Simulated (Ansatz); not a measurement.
# GeAsH₃ (quintet): the correlation ladder, cc-pVDZ

An exercise on one series of results from a longer session: the logs are not shown, and one member is left open.

The runs use Ansatz 0.2.0, Gaussian basis; cc-pVDZ, core rule «outside noble gas», up to 28 orbitals frozen.

To be run: UHF; CCSD(T) on ROHF; CCSD(T) on UHF; BCCD(T) on ROHF; CISD; CCSDT(Q) on ROHF; CCSDT(Q) on UHF; CASSCF and MRCISD+Q, 12 electrons in 11 orbitals; CASSCF and NEVPT2, 12 electrons in 11 orbitals.

27 further runs of the same task are left out: 17 that didn't finish, 10 set aside as unsound or not needed.

**What is computed**

The geometry is a PBE0/def2-TZVP stationary point (not a proven minimum) of the parent state, kept for this charge and spin. No spin-orbit coupling is included. The filled d shell of Ge, As may be among the frozen orbitals whatever the setting's name suggests; the logs give the count.

5 atoms, charge 0, spin multiplicity 5.

Atoms are counted from 1 here; the program's logs count them from 0.

Bond lengths: Ge1–As2 2.417 Å, Ge1–H3 1.540 Å, Ge1–H4 1.540 Å, Ge1–H5 1.540 Å. Angles: As2–Ge1–H3 110.3°, As2–Ge1–H4 110.3°, As2–Ge1–H5 110.3°, H3–Ge1–H4 108.7°, H3–Ge1–H5 108.7°, H4–Ge1–H5 108.7°.

The first run:

Contents of in.yaml:

```yaml
crystal:
  periodic: [false, false, false]
  atoms:
    - {symbol: Ge, position_ang: [-1.191943, -0.008234, 0.002120]}
    - {symbol: As, position_ang: [1.225257, 0.008464, -0.002179]}
    - {symbol: H, position_ang: [-1.734783, 1.432476, 0.005020]}
    - {symbol: H, position_ang: [-1.717585, -0.735786, 1.252999]}
    - {symbol: H, position_ang: [-1.722058, -0.732435, -1.248816]}
basis:
  gaussian: {orbitals: cc-pVDZ}
magnetization: {spin_polarized: true, initial_magnetization: 4}
hamiltonian: {xc: hf}
output: {orbitals: {seedname: orbitals}}
```

Command:

```sh
> ansatz run in.yaml --threads 1 --pin off --events-out ev --progress --plain --max-ram 2393MiB
```

Among the steps run: UHF; CCSD(T) on ROHF; CCSD(T) on UHF; BCCD(T) on ROHF; CISD; CCSDT(Q) on ROHF; CCSDT(Q) on UHF; CASSCF and MRCISD+Q, 12 electrons in 11 orbitals; CASSCF and NEVPT2, 12 electrons in 11 orbitals.

One table of the session follows, with a row left open; its other results are not shown here.

It belongs to the step «Misses and costs». 

```
          method  from RCCSDT(Q) (meV)
            ROHF               +5625.6
             UHF               +5554.2
            RMP2               +1196.9
            UMP2               +1183.2
            CISD                +557.8
           RCCSD                +156.9
           UCCSD                +134.7
        RCCSD(T)                 +33.0
        UCCSD(T)                 +11.8
         BCCD(T)                 +32.5
          RCCSDT                  +6.2
          UCCSDT                 -15.2
       RCCSDT(Q)                     0
       UCCSDT(Q)                 -21.4
  CASSCF valence               +4293.8
  NEVPT2 valence               +1083.4
  MRCISD valence                     ?
MRCISD+Q valence                 +13.0
```

Q: Estimate the row for MRCISD valence from the others.

As computed: from RCCSDT(Q) (meV): +348.8. In the column «from RCCSDT(Q) (meV)» it lies between RCCSD (+156.9) and CISD (+557.8).

Limits of these values: Restricted and unrestricted rows rest on different reference determinants; where their highest levels disagree by more than a few hundredths of an eV, they describe different states and don't form one ladder.
